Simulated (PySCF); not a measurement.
# C7H9NOS: the cost of one run

Computed with PySCF 2.14.0 and routines of our own; the level stands in each step. Atoms count from 0.

### 1 The starting structure

19 atoms, charge 0, multiplicity 1; geometry from: GFN2-xTB.

### 2 Geometry optimisation at PBE0-D3(BJ)/def2-SVP

What the job is given:

```
{"job": {"xc": "PBE0", "basis": "def2-SVP", "d3": "d3bj", "grid": 2, "kind": "geom"}, "charge": 0, "multiplicity": 1}
C      2.971320    -0.463002     0.114066
O      1.635996    -0.906540     0.222753
C      0.681397     0.011774    -0.015559
C      0.745795     1.355183    -0.371608
C     -0.567267     1.790977    -0.474112
C     -1.416714     0.713715    -0.181916
C     -2.817452     0.777802    -0.186537
S     -3.929864    -0.391710     0.129584
N     -0.604171    -0.372329     0.096726
C     -0.982312    -1.714098     0.454880
H      3.176510     0.345351     0.821201
H      3.590738    -1.325068     0.352803
H      3.193694    -0.120920    -0.900533
H      1.631379     1.935968    -0.533020
H     -0.894319     2.778818    -0.731887
H     -3.204508     1.760886    -0.442624
H     -0.541679    -2.418836    -0.251577
H     -2.066014    -1.799315     0.435630
H     -0.612333    -1.949406     1.454269
```

Command:

```
$ OMP_NUM_THREADS=1 python excited_run.py task.json out
```

This one command runs all jobs of the session in turn.

Q: Estimate the wall time and peak memory of this first job on 1 thread of Arm Neoverse V2, shared host.

About 2.1 min, with a peak of 0.88 GiB.
